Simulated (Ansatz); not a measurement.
# HfN2: the cost of one run

Computed with Ansatz 0.2.0, Gaussian basis. Level: def2-SVP, all electrons in the functionals, frozen cores in the correlation of double hybrids and RPA.

Plan: wB97M-V, B2PLYP, RPA-PBE, at charge 0, triplet; charge 0, singlet; charge 0, quintet; charge 1, doublet; charge 1, quartet.

11 further runs of the same task are left out: 8 for a known fault of the program, 3 set aside as unsound or not needed.

### Step 1. What is computed

The geometry is a PBE0/def2-TZVP stationary point (not a proven minimum). No spin-orbit coupling is included. Elements past krypton take def2 core potentials.

3 atoms, charge 0, spin multiplicity 3.

Atoms are counted from 1 here; the program's logs count them from 0.

Bond lengths: Hf1–N2 2.013 Å, N2–N3 1.138 Å. Angles: Hf1–N2–N3 180.0°.

No dispersion term is added; wB97M-V holds VV10 nonlocal correlation.

The geometry shown and the zero of energy belong to the point charge 0, triplet. The yardstick, UCCSD(T), and other wave-function levels (R restricted, U unrestricted, valence and pair active spaces) come from earlier runs.

### Step 2. wB97M-V, charge 0, triplet

Input file in.yaml:

```yaml
crystal:
  periodic: [false, false, false]
  atoms:
    - {symbol: Hf, position_ang: [0.000000, 0.000000, 1.721150]}
    - {symbol: N, position_ang: [0.000000, 0.000000, -0.291439]}
    - {symbol: N, position_ang: [0.000000, 0.000000, -1.429711]}
basis:
  gaussian: {orbitals: def2-SVP}
magnetization: {spin_polarized: true, initial_magnetization: 2}
hamiltonian: {xc: {name: wB97M-V}}
output: {orbitals: {seedname: orbitals}}
```

Launch:

```bash
$ ansatz run in.yaml --threads 1 --pin off --events-out ev --progress --plain --max-ram 2816MiB --backend cpu
```

**Question.** How long does this run take on 1 thread of AMD EPYC 7R13, shared host, and how much memory does it need?

About 15 s, with a peak of 0.35 GiB.
